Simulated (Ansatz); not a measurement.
Runs of Ansatz 0.2.0 on Cd2S. Symmetry: P3m1, No. 156, trigonal system. The conventional cell has a = 3.963 Å, b = 3.963 Å, c = 5.809 Å, α = 90.00°, β = 90.00°, γ = 120.00°. Cd (site symmetry 3m) is surrounded by 1 S at 2.52 Å. Around Cd (site symmetry 3m) lie 3 S at 2.60 Å. S (site symmetry 3m) is surrounded by 4 Cd at 2.52 to 2.60 Å. The cell comes from a database or a generator and needn't be the stable form of this composition.

```csv
share of exact exchange,gap on the mesh (eV),pressure (GPa),largest force (eV/Å)
0.4,1.25,-2.0,0.36
0.25,1.12,-1.4,0.24
0.5,(b),-2.3,(a)
0.3,1.16,-1.6,0.28
```

Alike in all rows: task single point; level HSE06 form with a typed share of exact exchange; potentials or basis Ansatz PAW; no spin polarisation; cell as given; k mesh 4 × 4 × 3; cutoff (eV) 420; smearing fermi-dirac 0.05 eV; the mesh is coarse, so values aren't converged.

Q: Fill in the values left out.

A: (a) 0.43; (b) 1.34.

Caveats: all runs use coarse meshes; odd divisions of the mesh miss points on the zone boundary, where band edges often lie, so the gap on the mesh can be too wide; the PAW data sets come from PBE, with cores solved anew for the run's functional, which leaves a small shift of forces and pressure; the thresholds are loose for stress.

A k mesh can miss the band edges, and the runs leave out spin-orbit coupling on Cd.
